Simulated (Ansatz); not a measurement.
# Al2Cl2H6N2: one species, many methods

One table from this session's results is given with a row withheld; the runs are named, their logs left out.

Program: Ansatz 0.2.0, Gaussian basis. Level of theory: functionals in def2-TZVPP, the program's frozen cores in correlated methods. These are calculated values, not measurements.

Levels to be run: LDA (SPW92), PBE-D4, revPBE-D4, BLYP-D4, r2SCAN-D4, B97M-V, PBE0-D4, B3LYP-D4, r2SCANh-D4, r2SCAN0-D4, HSE06-D4, BHLYP-D4, CAM-B3LYP-D4, LC-ωPBE, ωB97X-V, ωB97M-V, B2PLYP, PBE-QIDH; CCSD(T)/def2-SVP; CCSD(T)/def2-TZVPP; MP2/def2-QZVPP; extrapolation to the limit; RPA on PBE.

## The relaxed structure

The geometry comes from an earlier relaxation with PBE0-D4 in a triple-zeta def2 set; it is a stationary point, not always the lowest conformer.

SMILES `[Cl][Al@H-]1[NH2+][Al@@H-]([Cl])[NH2+]1`, 12 atoms, charge 0, spin multiplicity 1.

Atoms are counted from 1 here; the program's logs count them from 0.

Bond lengths: Cl1–Al2 2.120 Å, Al2–N3 1.943 Å, Al2–N6 1.943 Å, Al2–H7 1.579 Å, N3–Al4 1.943 Å, N3–H8 1.016 Å, N3–H9 1.014 Å, Al4–Cl5 2.120 Å, Al4–N6 1.943 Å, Al4–H10 1.579 Å, N6–H11 1.016 Å, N6–H12 1.014 Å. Angles: Cl1–Al2–N3 108.7°, Cl1–Al2–N6 108.7°, Cl1–Al2–H7 121.2°, N3–Al2–N6 87.9°, N3–Al2–H7 112.7°, N6–Al2–H7 112.7°, Al2–N3–Al4 92.0°, Al2–N3–H8 113.3°, Al2–N3–H9 115.5°, Al4–N3–H8 113.3°, Al4–N3–H9 115.5°, H8–N3–H9 106.9°, N3–Al4–Cl5 108.7°, N3–Al4–N6 87.9°, N3–Al4–H10 112.7°, Cl5–Al4–N6 108.7°, Cl5–Al4–H10 121.2°, N6–Al4–H10 112.7° and more.

Set-up of the first run:

Input file in.yaml:

```yaml
crystal:
  periodic: [false, false, false]
  atoms:
    - {symbol: Cl, position_ang: [-1.769441, -1.764962, 1.606826]}
    - {symbol: Al, position_ang: [-0.013856, -1.307346, 0.510368]}
    - {symbol: N, position_ang: [0.657545, 0.416994, 1.103360]}
    - {symbol: Al, position_ang: [0.232309, 1.246601, -0.601521]}
    - {symbol: Cl, position_ang: [-1.345802, 2.631026, -0.307168]}
    - {symbol: N, position_ang: [-0.527221, -0.453259, -1.157800]}
    - {symbol: H, position_ang: [1.132775, -2.376287, 0.320833]}
    - {symbol: H, position_ang: [0.134313, 0.806327, 1.881842]}
    - {symbol: H, position_ang: [1.636773, 0.436973, 1.366027]}
    - {symbol: H, position_ang: [1.519795, 1.638949, -1.427209]}
    - {symbol: H, position_ang: [-1.532283, -0.417876, -1.299121]}
    - {symbol: H, position_ang: [-0.124916, -0.857151, -1.996437]}
basis:
  gaussian: {orbitals: def2-TZVPP}
hamiltonian: {xc: lda}
output: {orbitals: {seedname: orbitals}}
```

Launch:

```
ansatz run in.yaml --threads 4 --pin off --events-out ev --progress --plain --max-ram 11315MiB
```

Steps of the session up to this table: LDA; PBE-D4 (GGA); revPBE-D4 (GGA); BLYP-D4 (GGA); r2SCAN-D4 (meta-GGA); B97M-V (meta-GGA); B3LYP-D4 (hybrid); r2SCANh-D4 (hybrid); r2SCAN0-D4 (hybrid); HSE06-D4 (hybrid); BHLYP-D4 (hybrid); CAM-B3LYP-D4 (range-separated); LC-ωPBE (range-separated); ωB97X-V (range-separated); ωB97M-V (range-separated); B2PLYP (double hybrid); PBE-QIDH (double hybrid).

One of the session's tables, all rows but one given; the rest of the session is left out.

It belongs to the step «Frontier levels by functional». 

```
  functional  HOMO (eV)  gap (eV)
 LDA (SPW92)      -7.06      5.94
      PBE-D4      -6.97      6.08
   revPBE-D4      -6.93      6.15
     BLYP-D4          ?         ?
   r2SCAN-D4      -7.32      6.92
      B97M-V      -7.42      6.72
     PBE0-D4      -8.31      8.18
    B3LYP-D4      -8.09      7.72
  r2SCANh-D4      -7.81      7.64
  r2SCAN0-D4      -8.54      8.71
    HSE06-D4      -7.91      7.41
    BHLYP-D4      -9.57     10.12
CAM-B3LYP-D4      -9.69     10.39
     LC-ωPBE     -11.09     12.93
     ωB97X-V     -10.73     12.40
     ωB97M-V     -10.53     11.82
```

Q: Estimate the row for BLYP-D4 from the others.

Worked estimate for «HOMO (eV)». Against the share of exact exchange, B3LYP-D4 (0.2, -8.09), BHLYP-D4 (0.5, -9.57) give a slope of -4.93 per unit share; at 0 the line stands at -7.10.

**Answer.** HOMO (eV): -6.85; gap (eV): 6.05. In «HOMO (eV)» the line misses by -0.25.
